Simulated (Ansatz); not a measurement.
# Ag2PdO2: the cost of one run

Program: Ansatz 0.2.0. Level of theory: DFT r²SCAN+U (U_eff = 3 eV on Pd d), plane waves, PAW. These are calculated values, not measurements.

### 1 Starting point

Symmetry: Immm, No. 71, orthorhombic system. The conventional cell has a = 3.008 Å, b = 4.555 Å, c = 9.898 Å, α = 90.00°, β = 90.00°, γ = 90.00°. Ag (site symmetry mm2) is surrounded by 2 O at 2.28 Å. Pd (site symmetry mmm) is surrounded by 4 O at 2.03 Å. Around O (site symmetry mm2) lie 2 Pd at 2.03 Å and 2 Ag at 2.28 Å.

Structure file:

```cif
data_structure
_symmetry_space_group_name_H-M 'Immm'
_symmetry_Int_Tables_number 71
_cell_length_a 3.0080
_cell_length_b 4.5552
_cell_length_c 9.8977
_cell_angle_alpha 90.000
_cell_angle_beta 90.000
_cell_angle_gamma 90.000
_cell_volume 135.62
loop_
_atom_site_label
_atom_site_type_symbol
_atom_site_symmetry_multiplicity
_atom_site_Wyckoff_symbol
_atom_site_fract_x
_atom_site_fract_y
_atom_site_fract_z
_atom_site_occupancy
Ag1 Ag 4 i 0.50000 0.50000 0.85758 1
Pd1 Pd 2 a 0.00000 0.00000 0.00000 1
O1 O 4 j 0.50000 0.00000 0.86270 1
```

Magnetic order typed: ferromagnetic.

### 2 From atoms, symmetry kept, no search

File input.yaml:

```yaml
crystal:
  lattice:
    - [-1.50401966, 2.27761949, 4.94884889]
    - [1.50401966, -2.27761949, 4.94884889]
    - [1.50401966, 2.27761949, -4.94884889]
  atoms:
    - { symbol: Ag, position: [0.35758, 0.35758, 0.0] }
    - { symbol: Ag, position: [0.64242, 0.64242, 0.0] }
    - { symbol: Pd, position: [0.0, 0.0, 0.0], spin: 2.0 }
    - { symbol: O, position: [0.8627, 0.3627, 0.5] }
    - { symbol: O, position: [0.1373, 0.6373, 0.5] }
basis:
  ecutwfc: 500
  ecutrho_ratio: 4
kpoints:
  mp_grid: { grid: [7, 7, 7] }
hamiltonian:
  xc: r2scan
  hubbard: { sites: [{ site: 2, l: d, u_eff: 3.0 }] }
scf:
  occupations: { method: gaussian, width: 0.05 }
  lower_state_search: "off"
  max_iter: 150
output:
  forces: true
  stress: true
  eigenvalues: true
  populations: true
  hubbard: { sites: [{ site: 2, l: d }] }
magnetization:
  spin_polarized: true
```

Launch:

```
ansatz run input.yaml --threads 4 --pin off --max-ram 6144MiB --backend cpu --events-out ev --progress --plain --runs-dir out
```

**Question.** How long does this run take on 4 threads of Arm Neoverse V1, shared host, and how much memory does it need?

About 31 s, with a peak of 0.91 GiB.
